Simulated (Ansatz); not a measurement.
The same calculation of CH6FNOSi, SMILES CN[SiH](O)F as a Python script and as an input file (Ansatz 0.2.0 through its Python package).

`ch6fnosi.py`
```python
'''CH6FNOSi through the session interface.'''

import logging
import sys

import ansatz as az

logging.basicConfig(stream=sys.stdout, format='%(levelname)s %(message)s')
logger = logging.getLogger('ch6fnosi')
logger.setLevel(logging.INFO)


def main() -> None:
    deck = {
        'crystal': {
            'periodic': [False, False, False],
            'atoms': [
                {'symbol': 'C', 'position_ang': [-0.3321, 0.8881, 1.1478]},
                {'symbol': 'N', 'position_ang': [0.3633, 0.571, -0.0575]},
                {'symbol': 'Si', 'position_ang': [-0.0413, -0.7244, -1.0822]},
                {'symbol': 'O', 'position_ang': [0.468, -2.0465, -0.1952]},
                {'symbol': 'F', 'position_ang': [0.964, -0.6286, -2.3471]},
                {'symbol': 'H', 'position_ang': [0.1022, 1.7985, 1.6286]},
                {'symbol': 'H', 'position_ang': [-0.3805, 0.1116, 1.8621]},
                {'symbol': 'H', 'position_ang': [-1.3701, 1.2426, 0.8892]},
                {'symbol': 'H', 'position_ang': [0.4516, 1.4097, -0.6116]},
                {'symbol': 'H', 'position_ang': [-1.4304, -0.6832, -1.4257]},
                {'symbol': 'H', 'position_ang': [1.2707, -1.9958, 0.2123]},
            ],
        },
        'basis': {'gaussian': {'orbitals': 'def2-SVP'}},
        'hamiltonian': {'xc': 'r2scan'},
    }
    session = az.Session.from_dict(deck)
    rep = session.plan(threads=1).execute().report

    for key in ('converged', 'free_energy_ev', 'reference_energy_ev', 'n_frozen', 'n_occupied', 'n_virtual'):
        logger.info(f'{key:22s} {rep[key]}')
    symbols = ['C', 'N', 'Si', 'O', 'F', 'H', 'H', 'H', 'H', 'H', 'H']


if __name__ == '__main__':
    main()
```

Running `python ch6fnosi.py` prints:
```text
INFO converged              True
INFO free_energy_ev         -15256.650612569625
INFO reference_energy_ev    -15256.650612569625
INFO n_frozen               0
INFO n_occupied             [25, 25]
INFO n_virtual              [79, 79]
```

`input.yaml`:
```yaml
crystal:
  periodic: [false, false, false]
  atoms:
    - { symbol: C, position_ang: [-0.3321, 0.8881, 1.1478] }
    - { symbol: "N", position_ang: [0.3633, 0.571, -0.0575] }
    - { symbol: Si, position_ang: [-0.0413, -0.7244, -1.0822] }
    - { symbol: O, position_ang: [0.468, -2.0465, -0.1952] }
    - { symbol: F, position_ang: [0.964, -0.6286, -2.3471] }
    - { symbol: H, position_ang: [0.1022, 1.7985, 1.6286] }
    - { symbol: H, position_ang: [-0.3805, 0.1116, 1.8621] }
    - { symbol: H, position_ang: [-1.3701, 1.2426, 0.8892] }
    - { symbol: H, position_ang: [0.4516, 1.4097, -0.6116] }
    - { symbol: H, position_ang: [-1.4304, -0.6832, -1.4257] }
    - { symbol: H, position_ang: [1.2707, -1.9958, 0.2123] }
basis:
  gaussian: { orbitals: def2-SVP }
hamiltonian:
  xc: r2scan
```

On the command line:
```console
$ ansatz run input.yaml --threads 1 --pin off --max-ram 4096MiB --backend cpu --events-out ev --progress --plain --runs-dir out
Engine: ansatz 0.2.0, aarch64-unknown-linux-gnu
Functional definition: r2SCAN
  parameter k0 = 0.174
  parameter k1 = 0.065
  parameter a1 = 4.9479
  exchange = r2scan_x(k0 = k0, k1 = k1, a1 = a1)
  correlation = r2scan_c
1165 factors; their error is unknown
mean field evaluation 1: about -15245.3887 eV, gradient 7.7e1 eV
mean field evaluation 2: about -15226.1727 eV, gradient 1.2e2 eV
mean field evaluation 4: about -15256.6536 eV, gradient 6.3e0 eV
mean field evaluation 8: about -15256.6505 eV, gradient 2.6e-1 eV
mean field evaluation 16: about -15256.6506 eV, gradient 2.1e-5 eV
mean field -15256.65060302 eV, -560.6715683317 hartree, gradient 2.1e-5 eV, S^2 0.000000; 0 other end points of the search recorded, 0 dependent functions left out
reference -15256.65061257 eV, -560.6715686827 hartree; 25, 25 occupied and 79, 79 virtual orbitals, 1165 factors
Total energy: -15256.65061257 eV, -560.6715686827 hartree
```

Caveats:
- Total energies depend on the basis set; only differences at equal settings carry meaning.
- The geometry is a force-field or estimated start, not a minimum of this method, and the basis set is short of its limit.
- The whole script took 8.8 s on 1 thread of Arm Neoverse N1 (shared host), peak memory 0.2 GiB.
